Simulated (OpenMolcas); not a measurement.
# Pd³⁺ among point charges: CASSCF and CASPT2 levels and susceptibility

How does a field of 6 point charges split the states of Pd³⁺, and what χT follows?

Program: OpenMolcas 26.06. Level of theory: state-averaged CASSCF and CASPT2, spin-orbit coupling by RASSI with atomic mean-field integrals. These are calculated values, not measurements, unless marked.

## 1. What is computed

- Species: Pd³⁺ (palladium, Z = 46, 43 electrons)
- Basis: ANO-RCC-VDZP [6s5p3d1f], 43 functions
- Scalar Hamiltonian: DKH2, point nucleus
- Inactive shells: 1s 2s 2p 3s 3p 3d 4s 4p
- Active space: 7 electrons in 5 orbitals (4d)
- Some configurations of this space: 4d7
- Orbitals: optimised for each spin and parity, averaged over all roots

Outer shells as boxes (Hund's rule):

4d7
```
4d [↑↓][↑↓][↑ ][↑ ][↑ ]
```

The ion sits among 6 point charges of -1.7 e arranged as a tetragonal octahedron (D4h), 2.32 Å from the ion, with the axial distance 2.575 Å.

The work runs as a chain of OpenMolcas steps in one folder; each step below is one input file. Labels, J, g values, rates, χT and fits are worked out afterwards by a script from the matrices that RASSI stores. The input lists half of the charges; inversion (Group=XYZ) makes the rest.

## 2. GATEWAY and SEWARD: basis and integrals

a.inp

```
&GATEWAY
Coord
1

Pd 0.0 0.0 0.0
Basis=ANO-RCC-VDZP
Group=XYZ
NoMove
AngMom=0.0 0.0 0.0
AMFI
XField
3 Angstrom 0
2.320000 0.000000 0.000000 -1.700000
0.000000 2.320000 0.000000 -1.700000
0.000000 0.000000 2.575200 -1.700000
&SEWARD
```

The run is started by

```
> OMP_NUM_THREADS=1 MOLCAS_MEM=1689 MOLCAS_PROJECT=a pymolcas a.inp > a.log
```

## 3. CASSCF: quartets of even parity, 10 roots

a.inp

```
&RASSCF
FileOrb=start.orb
Symmetry=1
Spin=4
nActEl=7 0 0
Inactive=9 9
Ras2=5 0
CIRoot=10 10 1
SDav=10
CIMx=300
Iter=120 100
PrWF=0.3
OrbListing=Nothing
MaxOrb=0
>>> COPY $Project.JobIph JOB001
```

start.orb holds the contracted functions of the basis, ordered by shell, or the orbitals of the step before.

## 4. CASSCF: doublets of even parity, 40 roots

a.inp

```
&RASSCF
FileOrb=start.orb
Symmetry=1
Spin=2
nActEl=7 0 0
Inactive=9 9
Ras2=5 0
CIRoot=40 40 1
SDav=40
CIMx=300
Iter=120 100
PrWF=0.3
OrbListing=Nothing
MaxOrb=0
>>> COPY $Project.JobIph JOB002
```

## 5. State interaction with spin-orbit coupling

a.inp

```
&RASSI
NrOfJobIphs=2 10 40
1 2 3 4 5 6 7 8 9 10
1 2 3 4 5 6 7 8 9 10 11 12 13 14 15 16 17 18 19 20 21 22 23 24 25 26 27
28 29 30 31 32 33 34 35 36 37 38 39 40
IphNames
JOB001
JOB002
EJob
SpinOrbit
DIPRint=1.0
SOCoupling=1000.0
Subsets=2
Property=9
'ANGMOM' 1 'ANGMOM' 2 'ANGMOM' 3 'MLTPL  1' 1 'MLTPL  1' 2 'MLTPL  1' 3
'AMFI' 1 'AMFI' 2 'AMFI' 3
SOProperty=3
'ANGMOM' 1 'ANGMOM' 2 'ANGMOM' 3
```

## 6. CASPT2: IPEA 0.25, imaginary shift 0.1 (closed shells correlated: 4s 4p)

a.inp

```
>>> COPY JOB001 $Project.JobIph
&CASPT2
Multistate=10 1 2 3 4 5 6 7 8 9 10
NoMult
Frozen=8 6
IPEA=0.25
Imaginary=0.1
MaxIter=60
WThr=0.0 0.3 0.05
PrWF=0.5
NoMix
>>> COPY JOB002 $Project.JobIph
&CASPT2
Multistate=40 1 2 3 4 5 6 7 8 9 10 11 12 13 14 15 16 17 18 19 20 21 22
23 24 25 26 27 28 29 30 31 32 33 34 35 36 37 38 39 40
NoMult
Frozen=8 6
IPEA=0.25
Imaginary=0.1
MaxIter=60
WThr=0.0 0.3 0.05
PrWF=0.5
NoMix
```

(Steps that only read results are left out.)

Q: Predict the outcome of this session. Wanted: spin-free ground state; first state of the same spin within the active space; lowest level; next level.

As calculated:

```
                                            quantity                                                                        value
                                              method  SS-CASPT2, IPEA 0.25, imaginary shift 0.1 (closed shells correlated: 4s 4p)
                              spin-free ground state                                              4A2, 1-fold in its orbital part
first state of the same spin within the active space                                                               4E at 768 cm⁻¹
                                        lowest level                                            2-fold E1/2, g = 1.86, 6.33, 6.33
                                          next level                                                                   516.9 cm⁻¹
                                         χT at 300 K                                                               4.21 cm³ K/mol
                           effective moment at 300 K                                                                      5.80 μB
```

Cost by method:

```csv
method,time of its own steps,time with the reference
A. CASSCF,10 s,10 s
"B. SS-CASPT2, IPEA 0.25, imaginary shift 0.1, +4s 4p",3.3 s,13 s
```

Times are of one thread on a shared host.

In words: The spin-free ground state (4A2) comes to 98 % from free-ion F terms and keeps the highest spin of the shell. χT at 300 K is 4.21, against 1.88 cm³ K/mol for the spin alone, so orbital moment adds to it. An active space of the d shell alone favours high spin; real ions in strong fields can be low spin. The field of point charges can differ much from that of real complexes. With metal d orbitals alone active, the gaps between spin states are rough; where two lie within a few thousand cm-1, their order is open. This is an electrostatic model: the charges have no orbitals.
